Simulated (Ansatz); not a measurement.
# CSe2 (Cmce): breakdown of dispersion, smearing and cutoff terms in Python

The task is a breakdown of dispersion, smearing and cutoff terms, for CSe2 (Cmce).

Computed with the Python package of Ansatz 0.2.0. The levels of theory stand in the script.

**1. The system**

Symmetry: Cmce, No. 64, orthorhombic system. Conventional cell: a = 7.140 Å, b = 5.990 Å, c = 9.463 Å, α = 90.00°, β = 90.00°, γ = 90.00°. C (site symmetry 2/m) is surrounded by 2 Se at 1.71 Å. Se (site symmetry m) is surrounded by 1 C at 1.71 Å.

No structure file is read: the coordinates are typed or built in the script.

**2. The script**

cse2_terms.py

```python
"""Taking single terms out of the free energy of CSe2."""

import warnings

import ansatz as az
import numpy as np

warnings.simplefilter("ignore", az.DeckWarning)

vectors = np.array([
    [3.569767, -2.99478, 0.0],
    [3.569767, 2.99478, 0.0],
    [0.0, 0.0, 9.462652],
])
structure = (
    az.Lattice.of(vectors)
    .atom("C", (0.5, 0.5, 0.5))
    .atom("C", (0.0, 0.0, 0.0))
    .atom("Se", (0.712422, 0.287578, 0.620615))
    .atom("Se", (0.287578, 0.712422, 0.379385))
    .atom("Se", (0.787578, 0.212422, 0.120615))
    .atom("Se", (0.212422, 0.787578, 0.879385))
)

job = (
    structure.calculation()
    .scf(tolerance=1e-09)
    .kpoints(4, 4, 2)
    .occupations("Fixed")
)
with_term = job.functional("pbe", dispersion="d3bj").basis(380).cutoff_correction(630).run(threads=1).report
without = job.functional("pbe").basis(380).run(threads=1).report
finer = job.functional("pbe").basis(630).run(threads=1).report
removed = az.free_energy_without(with_term, az.EnergyTerm.DISPERSION)
print(f"dispersion term            {with_term['components']['e_disp']:.5f} eV")
print(f"F less dispersion          {removed:.5f} eV, run without it {without['free_energy_ev']:.5f} eV")
print(f"F less smearing term       {az.free_energy_without(without, az.EnergyTerm.SMEARING):.5f} eV")
print(f"estimated gain to 630 eV   {with_term['cutoff_correction']['energy_ev']:.5f} eV, found {finer['free_energy_ev'] - without['free_energy_ev']:.5f} eV")
```

**3. The input behind the calls**

The package turns the script's settings into the engine's input (first run):

```yaml
crystal:
  lattice:
    - [3.569767, -2.99478, 0.0]
    - [3.569767, 2.99478, 0.0]
    - [0.0, 0.0, 9.462652]
  atoms:
    - { symbol: C, position: [0.5, 0.5, 0.5] }
    - { symbol: C, position: [0.0, 0.0, 0.0] }
    - { symbol: Se, position: [0.712422, 0.287578, 0.620615] }
    - { symbol: Se, position: [0.287578, 0.712422, 0.379385] }
    - { symbol: Se, position: [0.787578, 0.212422, 0.120615] }
    - { symbol: Se, position: [0.212422, 0.787578, 0.879385] }
basis:
  ecutwfc: 380.0
kpoints:
  mp_grid:
    grid: [4, 4, 2]
hamiltonian:
  xc: pbe
  dispersion: d3bj
scf:
  convergence:
    dr2_threshold: 1.0e-09
  occupations:
    method: fixed
output:
  cutoff_correction: 630.0
```

**4. Launch**

The run is started by

```sh
python cse2_terms.py
```

Output:

```text
dispersion term            -0.97544 eV
F less dispersion          -22374.21504 eV, run without it -22374.21504 eV
F less smearing term       -22374.21504 eV
estimated gain to 630 eV   -0.02876 eV, found -0.02886 eV
```

Run time: 18 s. Hardware: 1 thread of Arm Neoverse V2, shared host; peak memory 0.61 GiB.

**5. What changed from run to run**

The engine's inputs for the other runs:

Run 2, against run 1:

```diff
@@ -20 +19,0 @@
-  dispersion: d3bj
@@ -26,2 +24,0 @@
-output:
-  cutoff_correction: 630.0
```

Run 3, against run 1:

```diff
@@ -14 +14 @@
-  ecutwfc: 380.0
+  ecutwfc: 630.0
@@ -20 +19,0 @@
-  dispersion: d3bj
@@ -26,2 +24,0 @@
-output:
-  cutoff_correction: 630.0
```

**6. The engine's runs**

From the records of these 3 runs:

| run | cutoff (eV) | dispersion | energy (eV/atom) | gap on the mesh (eV) | SCF cycles | CPU time (s) |
| --- | --- | --- | --- | --- | --- | --- |
| 1 | 380 | d3bj | -3729.1984 | 2.35 | 9 | 5.1 |
| 2 | 380 | not set | -3729.0358 | 2.35 | 9 | 4.2 |
| 3 | 630 | not set | -3729.0407 | 2.35 | 9 | 7.7 |

**7. Outcome**

| quantity | value |
| --- | --- |
| dispersion term | -0.97544 eV |
| runs compared | 3 |

All 3 runs converged. What to keep in mind:
- The cutoff lies under the one recommended for these potentials in some of the runs.
- This cell is a computed structure, which may not be the phase found in nature.
- The script silences the warnings on its input, which a real study should read.
